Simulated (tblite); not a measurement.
# doublet InBr2Cl+: GFN2-xTB (GB ε = 80.2, born kernel still, coupling 0.002 1/fs, Andersen dynamics, md temperature 400 K)

Aim: molecular dynamics of doublet InBr2Cl+. 

The calculation is run with tblite 0.8.0.

7 further runs of the same task are left out: 7 set aside as unsound or not needed.

**1. The molecule**

The species is InBr2Cl+ (4 atoms), meant as a doublet with charge +1. As SMILES of the parent species, `[Cl][In]([Br])[Br]`. The shape comes from GFN2-xTB, which is rough for such elements, and wasn't checked as a minimum. That shape belongs to the parent species and isn't relaxed for this state. The run starts from this shape.

Bond lengths: Cl1–In2 2.294 Å, In2–Br3 2.486 Å, In2–Br4 2.484 Å. Angles: Cl1–In2–Br3 120.5°, Cl1–In2–Br4 120.4°, Br3–In2–Br4 119.1°.

**2. Molecular dynamics at GFN2-xTB (GB ε = 80.2, born kernel still, coupling 0.002 1/fs, Andersen dynamics, md temperature 400 K)**

geom.xyz reads:

```xyz
4

Cl    -1.942040    -0.992590     0.875300
In    -0.045940    -0.023580     0.020580
Br     2.201540    -0.776580     0.769040
Br    -0.213550     1.792750    -1.664920
```

job.py reads:

```python
"""GFN2-xTB molecular dynamics with ASE"""
import json
import numpy as np
from ase.io import read
from tblite.ase import TBLite
from ase.units import kcal, mol as mol_
from ase.units import Debye
from ase import units
from ase.md.velocitydistribution import MaxwellBoltzmannDistribution, Stationary, ZeroRotation
from ase.md.andersen import Andersen

system = read("geom.xyz")
start = system.get_positions()

system.calc = TBLite(
    method="GFN2-xTB",
    charge=1,
    multiplicity=2,
    solvation=("gb", 80.2, "still"),
    verbosity=0,
)
MaxwellBoltzmannDistribution(system, temperature_K=200, rng=np.random.default_rng(836))
Stationary(system)
ZeroRotation(system)
dyn = Andersen(system, timestep=0.5 * units.fs, temperature_K=400, andersen_prob=0.002, rng=np.random.RandomState(836), trajectory="md.traj", logfile="-", loginterval=20)
dyn.run(400)
print(f"Energy: {system.get_potential_energy() / (kcal / mol_):.6f} kcal/mol")
print(f"Dipole: {np.linalg.norm(system.get_dipole_moment()) / Debye:.4f} D")
print("Charges:", np.round(system.get_charges(), 4))
print("Final positions (angstrom):")
for a in system:
    print(f"{a.symbol:<2} {a.x:12.6f} {a.y:12.6f} {a.z:12.6f}")
json.dump(dict(energy=system.get_potential_energy(), forces=system.get_forces().tolist(), dipole=system.get_dipole_moment().tolist(), charges=system.get_charges().tolist(),
               symbols=system.get_chemical_symbols(), start=start.tolist(), final=system.positions.tolist()), open("results.json", "w"))
```

Started as:

```
$ python job.py
```

What values should one expect? Wanted: potential energy of the last frame.

Computed results:

At GFN2-xTB (GB ε = 80.2, born kernel still, coupling 0.002 1/fs, Andersen dynamics, md temperature 400 K):

| quantity | value |
| --- | --- |
| potential energy of the last frame | -13.62960 Eh |

**Reading.** Mulliken charges run from +0.14 on Br4 to +0.49 on In2. The run spans only 200 fs, so it is not equilibrated: the temperature averages 174 K over its second half, against 124 K at the start.
